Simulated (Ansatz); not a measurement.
The same calculation of BiSbPt₂ (distorted cell) as a Python script and as an input file (Ansatz 0.2.0 through its Python package).

`scf.py`:
```python
"""Self-consistent field of BiSbPt2 at the given structure with displaced atoms."""

from collections import Counter
from pathlib import Path
import sys

import ansatz as az
import numpy as np
from pymatgen.core import Structure
from scipy.ndimage import map_coordinates

config = {
    "xc": "r2scan",
    "cutoff": 300,
    "kgrid": (3, 3, 2),
    "sigma": 0.3,
}


def main() -> None:
    cell = (
        az.Lattice.of([4.27592, 0.0, 0.0], [-2.13796, 3.70306, 0.0], [0.0, 0.0, 5.5527])
        .atom("Sb", [0.37168, 0.67757, 0.45771])
        .atom("Bi", [0.01246, 0.00498, 0.99041])
        .atom("Pt", [0.63126, 0.32768, 0.73729])
        .atom("Pt", [0.65888, 0.33289, 0.23904])
    )

    # settings of the run
    job = (
        cell.calculation()
        .functional(config["xc"])
        .basis(config["cutoff"])  # cutoff of the orbital basis
        .kpoints(*config["kgrid"])  # sampling of the Brillouin zone
        .occupations(az.OccupationsMethod.FERMI_DIRAC, width=config["sigma"])
        .mixing("msr1", preconditioner="kerker_dos")
        .density()  # keep the density on its grid
        .potential()  # keep the local potentials
        .electron_localization_function()  # 1 for a lone pair or bond, 0.5 for a uniform gas
        .output_files(volumetric_format="npy")
    )
    try:
        outcome = job.run(threads=1)
    except az.NonConvergedError as error:
        sys.exit(f"no convergence: {error}")
    except az.RefusalError as error:
        sys.exit(f"input refused: {error}")
    report = outcome.report

    print(f"free energy      {report['free_energy_ev']:.5f} eV")
    print(f"per atom         {report['free_energy_ev'] / len(outcome.lattice.sites):.5f} eV")
    print(f"SCF iterations   {report['n_iterations']}  (converged: {report['converged']})")

    folder = Path(outcome.write_results("fields"))
    print("densities in e/A^3, potentials in eV, ELF without unit")
    for name in sorted(p.name for p in folder.glob("*.npy")):
        field = np.load(folder / name)
        print(f"{name:16s} {str(field.shape):16s} min {field.min():10.4f}  mean {field.mean():10.4f}  max {field.max():10.4f}")

    lines = ["| quantity | value |", "|---|---|"]
    lines.append(f"| free energy per atom | {report['free_energy_ev'] / len(outcome.lattice.sites):.4f} eV |")
    lines.append(f"| Fermi level | {report['fermi_energy_ev']:.3f} eV |")
    lines.append(f"| volume per atom | {report['setup']['cell_volume_ang3'] / len(outcome.lattice.sites):.3f} A^3 |")
    lines.append(f"| valence electrons | {report['n_electrons']:g} |")
    Path("summary.md").write_text("\n".join(lines) + "\n")

    final = Structure(outcome.lattice.cell_ang, [s.symbol for s in outcome.lattice.sites], [s.position_frac for s in outcome.lattice.sites])
    # the grid holds the pseudo-density, which differs from the true one inside the cores
    rho = outcome.density()
    total = sum(channel.density_e_per_ang3 for channel in rho.channels[:2])
    grid_cell = np.asarray(rho.fft_grid_basis) @ outcome.lattice.cell_ang
    partner = min(final.get_neighbors(final[0], 5.0), key=lambda n: n.nn_distance)
    line = np.linspace(final[0].coords, partner.coords, 13)
    points = (line @ np.linalg.inv(grid_cell)) * rho.dims
    values = map_coordinates(total, points.T, order=3, mode="grid-wrap")
    print(f"from {final[0].specie} to {partner.specie}, {partner.nn_distance:.3f} A")
    for t, value in zip(np.linspace(0, partner.nn_distance, 13), values):
        print(f"{t:7.3f} A  {value:9.4f} e/A^3")

    # first shell of each atom, within 15 % of its shortest distance
    for index, site in enumerate(final):
        near = final.get_neighbors(site, 4.5)
        edge = 1.15 * min(n.nn_distance for n in near)
        shell = Counter((round(n.nn_distance, 2), n.specie.symbol) for n in near if n.nn_distance < edge)
        print(f"{index:2d} {site.specie.symbol:2s}", ", ".join(f"{count} {symbol} at {d:.2f}" for (d, symbol), count in sorted(shell.items())))


if __name__ == "__main__":
    main()
```

```console
$ python scf.py
DeckWarning: basis.ecutwfc = 300 eV is below the records' recommended 500 eV, and the density's cutoff is lower with it unless basis.ecutrho_ratio is high enough to keep the records' density cutoff: compare with a run at a higher cutoff
free energy      -43984.54220 eV
per atom         -10996.13555 eV
SCF iterations   8  (converged: True)
densities in e/A^3, potentials in eV, ELF without unit
elf.npy          (25, 25, 32)     min     0.0000  mean     0.2886  max     0.6877
rho.npy          (25, 25, 32)     min     0.0232  mean     0.7507  max    22.2558
v_es.npy         (25, 25, 32)     min   -88.7500  mean     7.5907  max    19.1502
v_tot.npy        (25, 25, 32)     min  -114.0961  mean    -4.5895  max    14.8430
from Sb to Pt, 2.639 A
  0.000 A    23.1462 e/A^3
  0.220 A    17.3673 e/A^3
  0.440 A     7.5516 e/A^3
  0.660 A     2.2609 e/A^3
  0.880 A     0.8353 e/A^3
  1.100 A     0.5326 e/A^3
  1.320 A     0.4839 e/A^3
  1.539 A     0.6587 e/A^3
  1.759 A     1.4955 e/A^3
  1.979 A     4.0930 e/A^3
  2.199 A     7.9252 e/A^3
  2.419 A    10.9515 e/A^3
  2.639 A    11.9250 e/A^3
 0 Sb 1 Pt at 2.64, 1 Pt at 2.72, 1 Pt at 2.75, 1 Pt at 2.88, 1 Pt at 2.91
 1 Bi 1 Pt at 2.69, 1 Pt at 2.76, 1 Pt at 2.85, 2 Pt at 2.88, 1 Pt at 2.96
 2 Pt 1 Bi at 2.69, 1 Sb at 2.75, 1 Pt at 2.77, 1 Pt at 2.79, 1 Bi at 2.88, 1 Sb at 2.88, 1 Bi at 2.96
 3 Pt 1 Sb at 2.64, 1 Sb at 2.72, 1 Bi at 2.76, 1 Pt at 2.77, 1 Pt at 2.79, 1 Bi at 2.85, 1 Bi at 2.88, 1 Sb at 2.91
```
(Warnings from the package without file and line.)

`input.yaml`:
```yaml
crystal:
  lattice:
    - [4.27592, 0.0, 0.0]
    - [-2.13796, 3.70306, 0.0]
    - [0.0, 0.0, 5.5527]
  atoms:
    - { symbol: Sb, position: [0.37168, 0.67757, 0.45771] }
    - { symbol: Bi, position: [0.01246, 0.00498, 0.99041] }
    - { symbol: Pt, position: [0.63126, 0.32768, 0.73729] }
    - { symbol: Pt, position: [0.65888, 0.33289, 0.23904] }
basis:
  ecutwfc: 300.0
kpoints:
  mp_grid: { grid: [3, 3, 2] }
hamiltonian:
  xc: r2scan
scf:
  mixing: { algorithm: msr1, preconditioner: kerker_dos }
  occupations: { method: fermi_dirac, width: 0.3 }
output:
  write_density: true
  write_potential: true
  volumetric_format: npy
  elf: true
```

On the command line:
```console
$ ansatz run input.yaml --threads 1 --pin off --max-ram 3072MiB --backend cpu --events-out ev --progress --plain --runs-dir out
Warning: basis.ecutwfc = 300 eV is below the records' recommended 500 eV, and the density's cutoff is lower with it unless basis.ecutrho_ratio is high enough to keep the records' density cutoff: compare with a run at a higher cutoff
band count auto-derived: 43 (N_el = 66.0; filled up to band 33; 40 by the electrons, moments and atoms)
Engine: ansatz 0.2.0, x86_64-unknown-linux-gnu
Pseudopotentials: kind: paw
Pseudopotential: Sb, paw, valence charge 15, recommended cutoff 500 eV (meta_gga), Sb.paw.azcp
Pseudopotential: Bi, paw, valence charge 15, recommended cutoff 500 eV (meta_gga), Bi.paw.azcp
Pseudopotential: Pt, paw, valence charge 18, recommended cutoff 500 eV (meta_gga), Pt.paw.azcp
Functional definition: r2SCAN
  parameter k0 = 0.174
  parameter k1 = 0.065
  parameter a1 = 4.9479
  exchange = r2scan_x(k0 = k0, k1 = k1, a1 = a1)
  correlation = r2scan_c
Crystal: 4 atoms, lattice volume = 87.921 Å³
Basis set: ecut = 300 eV, 1011 PW (Γ), exchange–correlation on 100×100×128 points (64 copies of the dense FFT grid, shifted against one another)
Bands: 43, of which v1, the nominal top of the filled ones, is band 33 counted from 1 (32 counted from 0)
Symmetry: 1 space group operations
Space group: P1 (ITA 1), of the structure as read, at distance tolerance 4.4e-5 Å
k-points: 10 of 18 (time reversal used)
Non-local potential: Sb, projectors of the file, l = 0: 2, l = 1: 2, l = 2: 2, l = 3: 2
Non-local potential: Bi, projectors of the file, l = 0: 2, l = 1: 2, l = 2: 2, l = 3: 2
Non-local potential: Pt, projectors of the file, l = 0: 3, l = 1: 2, l = 2: 2, l = 3: 1
PAW form: soft (Blöchl's): semilocal exchange-correlation on the pseudo side does not see the compensation charge
PAW frozen core: Sb, regenerated for the run's functional (the file was generated under x = pbe(κ = 0.804, μ = 0.2195149727645171), c = pbe(β = 0.06672455060314922))
PAW frozen core: Bi, regenerated for the run's functional (the file was generated under x = pbe(κ = 0.804, μ = 0.2195149727645171), c = pbe(β = 0.06672455060314922))
PAW frozen core: Pt, regenerated for the run's functional (the file was generated under x = pbe(κ = 0.804, μ = 0.2195149727645171), c = pbe(β = 0.06672455060314922))
PAW one-centre angular grid: Sb, 590 points (default); XC on 160 Gauss nodes
PAW one-centre angular grid: Bi, 590 points (default); XC on 160 Gauss nodes
PAW one-centre angular grid: Pt, 590 points (default); XC on 160 Gauss nodes
Initial density: superposition of atomic densities (neutral atoms: chi_scale 0, normalization atom), corrected by the library's trained network
Initial wavefunctions: pseudopotential atomic-orbital guess
Functional: x = r2scan, c = r2scan; τ floored in thin density (d = 2e-4 eV/Å³)
SCF iter   1: F=—  HF=-43984.517501 eV  |F-HF|=—  |Δ(HF+E_count)|=         —  Δρ=9.75e-3  dr2=7.34e-2  dr2_τ=3.70e-2  ethr=1.77e-3  ⟨swp⟩=7.6  Hψ=1765  notcnv=0
SCF iter   2: F=—  HF=-43984.539841 eV  |F-HF|=—  |Δ(HF+E_count)|=   2.23e-2  Δρ=4.42e-3  dr2=6.65e-3  dr2_τ=4.44e-3  ethr=1.11e-4  ⟨swp⟩=2.3  Hψ=627  notcnv=0
SCF iter   3: F=—  HF=-43984.541849 eV  |F-HF|=—  |Δ(HF+E_count)|=   2.01e-3  Δρ=2.03e-3  dr2=1.93e-3  dr2_τ=1.47e-4  ethr=1.01e-5  ⟨swp⟩=2.0  Hψ=714  notcnv=0
SCF iter   4: F=—  HF=-43984.542203 eV  |F-HF|=—  |Δ(HF+E_count)|=   3.54e-4  Δρ=2.74e-4  dr2=1.22e-4  dr2_τ=9.06e-6  ethr=2.92e-6  ⟨swp⟩=2.0  Hψ=572  notcnv=0
SCF iter   5: F=—  HF=-43984.542216 eV  |F-HF|=—  |Δ(HF+E_count)|=   1.36e-5  Δρ=2.50e-4  dr2=9.52e-5  dr2_τ=1.41e-5  ethr=1.84e-7  ⟨swp⟩=2.0  Hψ=542  notcnv=0
SCF iter   6: F=—  HF=-43984.542198 eV  |F-HF|=—  |Δ(HF+E_count)|=   1.83e-5  Δρ=4.47e-5  dr2=3.64e-6  dr2_τ=2.00e-7  ethr=1.44e-7  ⟨swp⟩=2.1  Hψ=507  notcnv=0
SCF iter   7: F=—  HF=-43984.542198 eV  |F-HF|=—  |Δ(HF+E_count)|=   1.05e-7  Δρ=1.35e-5  dr2=1.64e-7  dr2_τ=1.10e-8  ethr=5.51e-9  ⟨swp⟩=2.0  Hψ=582  notcnv=0
SCF iter   8: F=-43984.542198 eV  HF=-43984.542198 eV  |F-HF|=1.84e-9  |Δ(HF+E_count)|=   8.13e-8  Δρ=3.05e-6  dr2=1.12e-8  dr2_τ=5.26e-10  ethr=1.52e-10  ⟨swp⟩=3.3  Hψ=999  notcnv=0
SCF 1 converged in 8 iterations: F = -43984.542198 eV  dr2 = 1.12e-8
  greatest PAW one-centre occupation: 1.000 electrons in one spin orbital (limit 2), on the Pt atom at site 3 (counted from 0), in its partial waves of l = 0
SCF converged after 8 iterations
Free energy (F): -43984.542198 eV
Harris-Foulkes:  -43984.542198 eV  (|F-HF|=1.84e-9)
Internal energy: -43983.977517 eV  (E = F + TS)
E sigma→0 (E₀):  -43984.259857 eV
Entropy (-TS):   -0.564681 eV (-141.170 meV/atom)
Fermi energy:    15.739602 eV
--- Per-component energies (eV) ---
  E_band       = -705.740521
  E_kinetic    = 1794.609817
  E_local      = -6945.978093  (includes V_loc(G=0)·N_el)
  E_nonlocal   = 1325.471239
  E_hartree    = 2699.717856
  E_xc         = -770.417309
  E_vxc        = -938.176424  (∫ρ·V_xc dr)
  E_paw        = -34252.693150  (= ΣΔE_a)
  E_vpaw       = -1402.717734  (= ΣTr[D̂ρ^β])
  E_aug_tail   = -0.001110  (compensation charges beyond the density's cutoff)
  E_vtau       = 61.610442  (kinetic-family band-sum trace: ∫τ·v_τ [+ j·A + Jᵃ·Aᵃ] dr)
  E_ewald      = -7835.605361
  E_core_change = 0.918595  (= ΣΔE_core)
  E_smearing   = -0.564681  (= −TS)
  E_closure    = 0.000000  (closes the sum)
  Σ components = -43984.542198   (vs F -43984.542198, Δ=0.00e0)
--- Band table (eV; the first three rows and the last of 10) ---
  k-point 0: bands = ["-85.2608", "-84.8707", "-38.9608", "-38.9051", "-38.8472", "-38.5453", "-38.4619", "-38.4487", "-14.6384", "-14.6313", "-14.6280", "-14.6180", "-14.6057", "-8.2806", "-8.2741", "-8.2681", "-8.2584", "-8.2466", "2.0990", "5.8764", "8.9323", "9.7597", "9.9604", "10.0303", "11.2328", "11.2886", "12.2575", "12.3099", "13.5092", "13.5400", "15.6712", "16.0142", "16.5200", "17.6772", "18.3339", "18.6308", "19.1849", "19.5126", "21.6489", "21.8489", "23.5583", "23.9159", "24.0065"]
  k-point 1: bands = ["-85.2607", "-84.8709", "-38.9197", "-38.8981", "-38.8463", "-38.5955", "-38.4632", "-38.4494", "-14.6390", "-14.6318", "-14.6285", "-14.6184", "-14.6057", "-8.2812", "-8.2748", "-8.2685", "-8.2591", "-8.2456", "2.7661", "4.1923", "10.3642", "10.4602", "10.9005", "11.2311", "11.3295", "11.4910", "11.9037", "11.9933", "12.3172", "12.3724", "13.9883", "14.6321", "17.8038", "17.8567", "18.3451", "18.4331", "20.5087", "21.0528", "21.4549", "21.7089", "21.9561", "22.2127", "22.5498"]
  k-point 2: bands = ["-85.2608", "-84.8707", "-38.9602", "-38.9072", "-38.8489", "-38.5466", "-38.4638", "-38.4503", "-14.6390", "-14.6329", "-14.6285", "-14.6195", "-14.6057", "-8.2822", "-8.2736", "-8.2613", "-8.2598", "-8.2389", "3.1476", "5.2916", "9.0117", "9.9907", "10.1928", "10.6273", "11.3966", "11.5009", "11.9421", "12.3699", "12.6150", "13.3982", "13.5250", "14.0198", "14.9621", "15.6106", "17.9178", "19.0384", "20.2702", "20.8166", "21.2349", "22.0279", "23.5791", "24.8867", "25.9675"]
  k-point 9: bands = ["-85.2607", "-84.8708", "-38.9208", "-38.8993", "-38.8470", "-38.5957", "-38.4653", "-38.4501", "-14.6399", "-14.6316", "-14.6278", "-14.6197", "-14.6058", "-8.2808", "-8.2728", "-8.2638", "-8.2594", "-8.2377", "3.4831", "4.9572", "9.3177", "9.6196", "10.7244", "11.0585", "11.3185", "11.5536", "11.9945", "12.1011", "12.2127", "12.5447", "13.4193", "13.8683", "16.0789", "16.2613", "17.0431", "17.1399", "19.9208", "20.2305", "23.8469", "24.4035", "24.7395", "25.3188", "25.4439"]
```

Notes:
- The settings weren't tested for convergence.
- The cutoff lies under the one recommended for these potentials.
- For a metal this mesh is far too coarse, so the numbers only illustrate the procedure.
- A Fermi-Dirac width this large means warm electrons, whose thermal share enters the free energy.
- Spin-orbit coupling, which matters for elements this heavy, is left out.
- The fields are valence quantities on the plane-wave grid; their values near the nuclei depend on the potentials.
- The cell is a database structure, distorted on purpose.
- Hardware and time: 7.6 s on 1 thread of Intel(R) Xeon(R) Platinum 8259CL CPU @ 2.50GHz (Skylake/Cascade Lake), with other jobs on the host, peak memory 0.51 GiB.
